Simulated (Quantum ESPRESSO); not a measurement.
**NbCu in Quantum ESPRESSO: the effect of functional**

NbCu:

```
CELL_PARAMETERS angstrom
0.00000 2.56221 2.56221
2.56221 0.00000 2.56221
2.56221 2.56221 0.00000
ATOMIC_POSITIONS crystal
Nb 0.00000 0.00000 0.00000
Cu 0.50000 0.50000 0.50000
```

The cell was built by a generator and needn't be a form met in nature.

Alike in all runs:

* Program: Quantum ESPRESSO 7.5
* Task: phonons
* Cutoff: 762 eV
* Density cutoff: 6095 eV
* k mesh: 9 × 9 × 9
* Occupations: cold, width 0.2 eV
* Spin: no spin polarisation

Each run relaxes the cell or the atoms first.

One run gave: relaxed volume 17.53 Å³/atom; highest phonon frequency 178 cm⁻¹. Which functional did it use?
A. PBEsol
B. PW91
C. vdW-DF-cx
D. BLYP
E. revPBE

D.

```csv
functional,potentials or basis,relaxed volume (Å³/atom),highest phonon frequency (cm⁻¹)
LDA,GBRV 1.5 LDA,15.75,207
PBE,GBRV 1.5 PBE,16.79,194
PBEsol,GBRV 1.5 PBEsol,16.15,204
PW91,GBRV 1.5 PBE,16.77,191
revPBE,GBRV 1.5 PBE,17.05,190
BLYP,GBRV 1.5 PBE,17.53,178
vdW-DF-cx,GBRV 1.5 PBE,16.19,205
```

Caveats: the potentials were made for another functional, which shifts forces and pressure (some runs); before the sum rule the acoustic modes lie tens of cm⁻¹ from zero, a sign that the density grid also shifts the optical modes (some runs).
